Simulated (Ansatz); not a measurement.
# MgFBr: the cell at several levels of theory

An exercise on one series of results from a longer session: the logs are not shown, and one member is left open.

Code: Ansatz 0.2.0. PAW datasets, plane waves, zero pressure. Computed, not measured; no magnetism was allowed, and the structure may never have been made.

**Starting point**

The sheet's in-plane cell has a = 3.192 Å, b = 3.192 Å (γ = 120.0°), and its outermost atoms lie 2.59 Å apart along the normal. Mg has 3 F at 2.25 Å and 3 Br at 2.25 Å; F has 3 Mg at 2.25 Å; Br has 3 Mg at 2.25 Å.

Structure file:

```cif
data_structure
_symmetry_space_group_name_H-M 'P 1'
_symmetry_Int_Tables_number 1
_cell_length_a 3.1917
_cell_length_b 3.1917
_cell_length_c 18.0000
_cell_angle_alpha 90.000
_cell_angle_beta 90.000
_cell_angle_gamma 120.000
_cell_volume 158.79
loop_
_atom_site_label
_atom_site_type_symbol
_atom_site_fract_x
_atom_site_fract_y
_atom_site_fract_z
_atom_site_occupancy
Mg1 Mg 0.00000 0.00000 0.50000 1
F1 F 0.33333 0.66667 0.57205 1
Br1 Br 0.66667 0.33333 0.42795 1
```
Two periodic directions, a and b.

The first run:

input.yaml reads:

```yaml
crystal:
  lattice:
    - [3.19165164, 0.0, 0.0]
    - [-1.59582582, 2.7640514003, 0.0]
    - [0.0, 0.0, 18.0]
  atoms:
    - { symbol: Mg, position: [0.0, 0.0, 0.5] }
    - { symbol: F, position: [0.3333333333, 0.6666666667, 0.572049413] }
    - { symbol: Br, position: [0.6666666667, 0.3333333333, 0.427950587] }
  periodic: [true, true, false]
kpoints:
  mp_grid: { grid: [12, 12, 1] }
hamiltonian:
  xc: pbe
scf:
  occupations: { method: fermi_dirac, width: 0.02 }
relax:
  f_tol: 0.005
  cell: {}
```

Run with:

```bash
$ ansatz run input.yaml --threads 4 --pin off --max-ram 5529MiB --backend cpu --events-out ev --progress --plain --runs-dir out
```

Steps of the session up to this table: PBE: cell and atoms; r2SCAN: cell and atoms; Relaxation with PBEsol; LDA: cell and atoms; Relaxation with HSE06.

One of the session's tables, all rows but one given; the rest of the session is left out.

| level | a (Å) | area (Å²/atom) |
| --- | --- | --- |
| PBE | 3.513 | 3.563 |
| r2SCAN | 3.484 | 3.503 |
| PBEsol | 3.467 | 3.470 |
| LDA | ? | ? |
| HSE06 | 3.482 | 3.501 |

**Question.** Estimate the row for LDA.

As computed: a (Å): 3.415; area (Å²/atom): 3.366. In the column «a (Å)» it is the lowest.

From the start to the first minimum the area moved by +21.2 %. The area runs from LDA (least) to PBE (most), a spread of 5.8 %, or 2.9 % in length if all axes shared it alike. The meshes differ: PBE 12×12×1, r2SCAN 12×12×1, PBEsol 12×12×1, LDA 12×12×1, HSE06 6×6×1.

Limits of these values: Warnings in the runs' records: slab cell height set, xc potential rough in thin density.
